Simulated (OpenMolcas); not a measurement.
**Nb²⁺ among point charges: CASSCF levels and susceptibility**

Aim: the splitting of the states of Nb²⁺ in the field of 6 point charges, its lowest levels with spin-orbit coupling and its magnetic susceptibility.

Method: state-averaged CASSCF, spin-orbit coupling by RASSI with atomic mean-field integrals. Code: OpenMolcas 26.06.

1 further run of the same task is left out (it didn't finish).

## (1) The system

```
Species                           : Nb²⁺ (niobium, Z = 41, 39 electrons)
Basis                             : ANO-RCC-VDZP [6s5p3d1f], 43 functions
Scalar Hamiltonian                : DKH2, point nucleus
Inactive shells                   : 1s 2s 2p 3s 3p 3d 4s 4p
Active space                      : 3 electrons in 5 orbitals (4d)
Some configurations of this space : 4d3
Orbitals                          : optimised for each spin and parity, averaged over all roots
```

The outer shells:

4d3
```
4d [↑ ][↑ ][↑ ][  ][  ]
```

The ion sits among 6 point charges of -1.36 e arranged as a trigonal prism (D3h), 1.88 Å from the ion, with a polar angle of 47.6° against the regular 49.1°. The active orbitals were held to one l.

Each step is its own input file, run in one work folder so that later steps find the files of earlier ones. Labels, J, g values, rates, χT and fits are worked out afterwards by a script from the matrices that RASSI stores.

## (2) Basis and integrals

a.inp reads:

```
&GATEWAY
Coord
1

Nb 0.0 0.0 0.0
Basis=ANO-RCC-VDZP
Group=NoSym
NoMove
AngMom=0.0 0.0 0.0
AMFI
XField
6 Angstrom 0
1.388893 0.000000 1.267034 -1.360000
-0.694447 1.202817 1.267034 -1.360000
-0.694447 -1.202817 1.267034 -1.360000
1.388893 0.000000 -1.267034 -1.360000
-0.694447 1.202817 -1.267034 -1.360000
-0.694447 -1.202817 -1.267034 -1.360000
&SEWARD
```

The run is started by

```sh
> OMP_NUM_THREADS=1 MOLCAS_MEM=1689 MOLCAS_PROJECT=a pymolcas a.inp > a.log
```

## (3) CASSCF: quartets, 10 roots

a.inp reads:

```
&RASSCF
FileOrb=start.orb
Symmetry=1
Spin=4
nActEl=3 0 0
Inactive=18
Ras2=5
CIRoot=10 10 1
SDav=10
CIMx=300
Iter=120 100
PrWF=0.3
OrbListing=Nothing
MaxOrb=0
SupSym
1
15 10 11 12 13 14 19 20 21 22 23 32 33 34 35 36
>>> COPY $Project.JobIph JOB001
```

start.orb holds the contracted functions of the basis, ordered by shell, or the orbitals of the step before.

## (4) CASSCF: doublets, 40 roots

a.inp reads:

```
&RASSCF
FileOrb=start.orb
Symmetry=1
Spin=2
nActEl=3 0 0
Inactive=18
Ras2=5
CIRoot=40 40 1
SDav=40
CIMx=300
Iter=120 100
PrWF=0.3
OrbListing=Nothing
MaxOrb=0
SupSym
1
15 10 11 12 13 14 19 20 21 22 23 32 33 34 35 36
>>> COPY $Project.JobIph JOB002
```

## (5) RASSI: spin-orbit coupling between the states

a.inp reads:

```
&RASSI
NrOfJobIphs=2 10 40
1 2 3 4 5 6 7 8 9 10
1 2 3 4 5 6 7 8 9 10 11 12 13 14 15 16 17 18 19 20 21 22 23 24 25 26 27
28 29 30 31 32 33 34 35 36 37 38 39 40
IphNames
JOB001
JOB002
EJob
SpinOrbit
DIPRint=1.0
SOCoupling=1000.0
Subsets=2
Property=9
'ANGMOM' 1 'ANGMOM' 2 'ANGMOM' 3 'MLTPL  1' 1 'MLTPL  1' 2 'MLTPL  1' 3
'AMFI' 1 'AMFI' 2 'AMFI' 3
SOProperty=3
'ANGMOM' 1 'ANGMOM' 2 'ANGMOM' 3
```

Q: Predict the outcome of this session. Wanted: spin-free ground state; first state of the same spin within the active space; lowest level; next level.

**Answer**, as computed:

| quantity | value |
| --- | --- |
| method | CASSCF |
| spin-free ground state | 4A2, 1-fold in its orbital part |
| first state of the same spin within the active space | 4E at 13100 cm⁻¹ |
| lowest level | 2-fold E1/2, g = 2.00, 3.76, 3.76 |
| next level | 39.6 cm⁻¹ |
| χT at 300 K | 1.76 cm³ K/mol |
| effective moment at 300 K | 3.75 μB |

The spin-free ground state (4A2) comes to 86 % from free-ion F terms and keeps the highest spin of the shell. χT at 300 K is 1.76, against 1.88 cm³ K/mol for the spin alone; near agreement at one temperature doesn't show that the orbital moment is quenched. The field of point charges can differ much from that of real complexes. This is an electrostatic model: the charges have no orbitals.
